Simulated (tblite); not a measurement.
# C5H7BCl2: the cost of one run

Computed with tblite 0.8.0 and PySCF 2.14.0, with density-fitted response routines of our own, on a single molecule in the gas phase. Atoms are numbered from 0 throughout.

### 1 The molecule as given

15 atoms, charge 0, multiplicity 1; geometry from: force field or distance geometry start.

Bonds of the start (Å): C0–C1 1.47, C1–C2 1.30, C2–C3 1.33, C3–C4 1.44, C3–B5 1.54, B5–Cl6 1.84, B5–Cl7 1.84, C0–H8 1.11, C0–H9 1.12, C0–H10 1.12, C1–H11 1.06, C4–H12 1.11, C4–H13 1.11, C4–H14 1.13.

### 2 Relaxing the molecule with GFN2-xTB

Job settings and geometry (Å):

```
{"job": {"kind": "relax", "xc": "GFN2-xTB", "basis": "xTB"}, "charge": 0, "multiplicity": 1}
C      2.338200    -0.779400    -0.063700
C      1.372400    -0.281100     0.933100
C      0.190500    -0.007800     0.479700
C     -1.005900     0.274600    -0.017700
C     -1.211700     1.629400    -0.475500
B     -2.012400    -0.892700    -0.018900
Cl    -2.233800    -1.990300    -1.477100
Cl    -2.962800    -1.329300     1.495100
H      3.272500    -1.020000     0.478400
H      2.549900     0.074700    -0.763000
H      1.945800    -1.610100    -0.696800
H      1.520900    -0.136400     1.970500
H     -2.242500     1.765100    -0.871900
H     -1.050900     2.416500     0.296700
H     -0.474600     1.894700    -1.290700
```

On the command line:

```
> OMP_NUM_THREADS=1 python probes_run.py task.json out
```

This one command runs all jobs of the session in turn.

Q: Estimate the wall time and peak memory of this first job on 1 thread of Arm Neoverse V1, shared host.

About 1.3 s, with a peak of 0.18 GiB.
